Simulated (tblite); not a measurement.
# C6H16OSi2: the cost of one run

Programs: tblite 0.8.0 and PySCF 2.14.0, with density-fitted response routines of our own. Each step states its level of theory. These are calculated values for one molecule in the gas phase, unless marked as measured. Atoms count from 0, in the outputs and in this text.

### Step 1. Starting geometry

25 atoms, charge 0, multiplicity 1; geometry from: force field or distance geometry start.

Bonds of the start (Å): C0–Si1 1.84, Si1–C2 1.84, Si1–C3 1.88, C3–C4 1.51, C4–C5 1.47, C5–Si6 1.83, C4–C7 1.49, C7–O8 1.42, O8–Si1 1.73, C0–H9 1.14, C0–H10 1.10, C0–H11 1.12, C2–H12 1.12, C2–H13 1.10, C2–H14 1.12, C3–H15 1.12, C3–H16 1.11, C4–H17 1.12, C5–H18 1.12, C5–H19 1.14, Si6–H20 1.49, Si6–H21 1.46, Si6–H22 1.46, C7–H23 1.11, C7–H24 1.09.

### Step 2. Relaxing the molecule with GFN2-xTB

What the job is given:

```
{"job": {"kind": "relax", "xc": "GFN2-xTB", "basis": "xTB"}, "charge": 0, "multiplicity": 1}
C     -2.463200    -1.600000     0.532600
Si    -1.706400     0.047000     0.209100
C     -2.790000     1.497600     0.526500
C     -0.122800     0.119200     1.219000
C      0.818600    -0.199000     0.086100
C      2.247800    -0.098000     0.416100
Si     3.489100    -0.441700    -0.880900
C      0.307600     0.701200    -0.982000
O     -0.958600     0.167500    -1.351600
H     -3.440500    -1.473400     1.108300
H     -1.772100    -2.245400     1.104100
H     -2.670800    -2.101200    -0.446100
H     -3.837200     1.202400     0.274800
H     -2.725500     1.874500     1.554900
H     -2.519100     2.289100    -0.223200
H     -0.120400    -0.670300     2.015700
H      0.025000     1.127400     1.653200
H      0.610200    -1.257000    -0.225800
H      2.444400    -0.769400     1.288400
H      2.469900     0.937900     0.827200
H      4.770000     0.154200    -0.407300
H      3.235800     0.152100    -2.189300
H      3.743700    -1.875000    -0.939200
H      0.040200     1.667700    -0.508000
H      0.913500     0.816700    -1.874700
```

Launch:

```sh
> OMP_NUM_THREADS=1 python probes_run.py task.json out
```

One launch serves the whole session: the jobs run in the order shown.

Q: Estimate the wall time and peak memory of this first job on 1 thread of Arm Neoverse N1, shared host.

About 2.7 s, with a peak of 0.18 GiB.
